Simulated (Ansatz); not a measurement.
Crystal: NaCu.

```
Na Cu
1.0
     2.94224    0.00000    0.00000
     0.00000    2.94224    0.00000
     0.00000    0.00000    4.04091
Na Cu
1 1
Direct
  0.00000 0.00000 0.00000
  0.50000 0.50000 0.50000
```

The cell was built by a generator and needn't be a form met in nature.

Base run:

| Property | Result |
| --- | --- |
| Program | Ansatz 0.2.0 |
| Functional | BLYP |
| Potentials or basis | Ansatz PAW |
| Cutoff | 420 eV (not typed: the program's choice for these potentials) |
| k mesh | 9 × 9 × 7 |
| Occupations | fermi-dirac, width 0.05 eV |
| Spin | no spin polarisation |

Its results: band gap on the k mesh none (metal or under the smearing width); pressure 4.7 GPa.

The run is repeated on the same cell with these changes: functional from BLYP to RPBE. What comes out?

Band gap on the k mesh none (metal or under the smearing width); pressure 5.4 GPa.

Caveats: the PAW data sets come from PBE, with cores solved anew for the run's functional, which leaves a small shift of forces and pressure.
